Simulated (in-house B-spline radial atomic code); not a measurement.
**Au¹¹⁺: density, ELF and screening along the radius**

Aim: the shell structure of Au¹¹⁺ in the radial density, the electron localisation function and the screened nuclear charge, under several settings.

The numbers are computed with in-house B-spline radial atomic code version 1 (several methods, spin-polarised, as named in each step; spherical all-electron atom at the radial basis limit), except any that are marked as measured or tabulated.

## 1. Starting point

| Property | Result |
| --- | --- |
| element | gold (Z = 79) |
| charge | +11 |
| electrons | 68 |
| configuration | [Xe] 4f14 |
| nucleus | point (non-relativistic runs) or finite (X2C runs) |

Outer shells as boxes (Hund's rule):

[Xe] 4f14
```
[Xe] core
4f [↑↓][↑↓][↑↓][↑↓][↑↓][↑↓][↑↓]
```

Where spins are not typed, each open shell is filled with up spins first.

## 2. PBE0, X2C, [Xe] 4f14

The run's settings:

```ini
Z = 79
electrons = 68.0
configuration = [Xe] 4f14
hamiltonian = x2c
method = pbe0
spin_polarised = True
nucleus = fermi
rms_radius = 5.4371
mass_number = 197
atomic_mass = 196.966570103
speed_of_light = 137.035999084
```

Run with:

```sh
$ python run_scf.py task.json out
```

The settings of every run stand in task.json; they run in order.

## 3. BLYP, X2C, [Xe] 4f14

The settings differ from step 2 so:

```diff
@@ -4,3 +4,3 @@
 hamiltonian = x2c
-method = pbe0
+method = b88,lyp
 spin_polarised = True
```

## 4. B97-1, X2C, [Xe] 4f14

The settings differ from step 3 so:

```diff
@@ -4,3 +4,3 @@
 hamiltonian = x2c
-method = b88,lyp
+method = b97_1
 spin_polarised = True
```

## 5. PBE, non-rel., [Kr] 4d9 4f14 5s2 5p6 6p1

The run's settings:

```ini
Z = 79
electrons = 68.0
configuration = [Kr] 4d9 4f14 5s2 5p6 6p1
hamiltonian = nr
method = pbe,pbe
spin_polarised = True
```

Q: How large is the system in each run, where do the shell borders lie, and what is the highest level?

As calculated:

| run | total energy (hartree) | highest level (eV) | radius holding 50 / 90 / 99 % (bohr) | radius at n = 0.001 (bohr) | ELF minima on the full grid (bohr) |
| --- | --- | --- | --- | --- | --- |
| PBE0, X2C, [Xe] 4f14 | -18981.3760 | -245.19 | 0.317 / 0.834 / 1.41 | 2.17 | 0.022, 0.090, 0.25, 0.68 |
| BLYP, X2C, [Xe] 4f14 | -18982.7168 | -241.90 | 0.317 / 0.834 / 1.41 | 2.18 | 0.022, 0.090, 0.25, 0.68 |
| B97-1, X2C, [Xe] 4f14 | -18981.4871 | -244.68 | 0.317 / 0.834 / 1.41 | 2.17 | 0.022, 0.090, 0.25, 0.68 |
| PBE, non-rel., [Kr] 4d9 4f14 5s2 5p6 6p1 | -17820.1643 | -123.96 | 0.323 / 0.887 / 1.81 | 2.96 | 0.029, 0.11, 0.26, 0.76, 1.8 |

In the first run ELF has 4 minima on the grid, which mark the borders between shells. On the record's full grid the screened charge (r times the electrostatic potential) falls from 78.8 near the nucleus to 11.00 at 3.5 bohr; far out it tends to the net charge, 11. The radius that holds 99 % of the electrons runs from 1.41 bohr (B97-1, X2C, [Xe] 4f14) to 1.81 bohr (PBE, non-rel., [Kr] 4d9 4f14 5s2 5p6 6p1). The grid is coarse (about 22 % a step), so the places of minima are rough. For X2C runs ELF uses the non-relativistic kinetic energy density, and the fields carry no picture-change correction.
